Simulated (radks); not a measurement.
**Exchange and kinetic functionals tested on atomic densities: As²⁹⁺, Zn¹⁹⁺, Zn²³⁺, Cs⁺**

Aim: take each self-consistent density and evaluate many functionals on it, against the exact exchange and kinetic energies of the same orbitals. Every spin shell is full or empty, so the densities are truly spherical.

Method: non-relativistic Kohn-Sham, PBE, spin-polarised, spherical densities, point nucleus; open shells are filled with parallel spins first. Code: radks (a radial shooting solver on a logarithmic mesh, Libxc functionals) version 1.

**1. The atom as given**

```
species : As²⁹⁺ ([He] 2s2), Zn¹⁹⁺ ([Ne] 3s1), Zn²³⁺ ([He] 2s2 2p3), Cs⁺ ([Xe])
```

**2. As²⁹⁺, [He] 2s2**

The run's settings:

```text
Z 33
configuration [He] 2s2
relativity non-relativistic
functional pbe,pbe
spin polarised
nucleus point
```

**3. Zn¹⁹⁺, [Ne] 3s1**

The run's settings:

```text
Z 30
configuration [Ne] 3s1
relativity non-relativistic
functional pbe,pbe
spin polarised
nucleus point
```

**4. Zn²³⁺, [He] 2s2 2p3**

The run's settings:

```text
Z 30
configuration [He] 2s2 2p3
relativity non-relativistic
functional pbe,pbe
spin polarised
nucleus point
```

**5. Cs⁺, [Xe]**

The run's settings:

```text
Z 55
configuration [Xe]
relativity non-relativistic
functional pbe,pbe
spin polarised
nucleus point
```

Before running it: what results should come out? Wanted: for each run, error in magnitude; As²⁹⁺; Zn¹⁹⁺; Zn²³⁺; Cs⁺.

As calculated:

```tsv
error in magnitude (%)	As²⁹⁺	Zn¹⁹⁺	Zn²³⁺	Cs⁺
exchange, LDA	-12.40	-8.00	-9.59	-4.69
exchange, B88	-0.08	-0.17	-0.30	+0.01
exchange, RPBE	+0.57	-0.19	-0.12	-0.26
exchange, PW86	+0.76	+0.17	+0.12	-0.25
exchange, G96	-0.03	+0.02	-0.10	+0.34
exchange, APBE	+0.65	+0.32	+0.22	+0.27
exchange, TPSS	+0.58	+0.01	+0.05	-0.34
exchange, TASK	-3.46	-2.70	-2.54	-2.20
exchange, MVS	-0.80	-0.38	-0.46	+0.05
kinetic, Thomas-Fermi	-11.21	-6.57	-8.03	-5.17
kinetic, von Weizsacker	-13.44	-43.04	-31.34	-59.72
kinetic, TF + vW	+75.34	+50.39	+60.62	+35.11
kinetic, LC94	-1.53	+0.44	+0.00	+0.05
kinetic, APBEK	-1.50	+0.53	+0.06	+0.09
kinetic, Perdew 92	-1.58	-0.22	-0.39	-0.68
kinetic, Pearson	-5.49	-1.14	-2.54	-0.91
kinetic, LKT	+47.96	+28.80	+36.88	+18.48
kinetic, DePristo-Kress	-2.67	+0.41	-0.45	-0.13
```

Negative means that the magnitude is too small. For exchange the mean absolute error is least for G96 (0.12 %) and largest for LDA (8.67 %). Among the orbital-free kinetic functionals LC94 (0.51 %) does best and TF + vW (55.37 %) worst. The functionals are evaluated on one density each, not self-consistently.
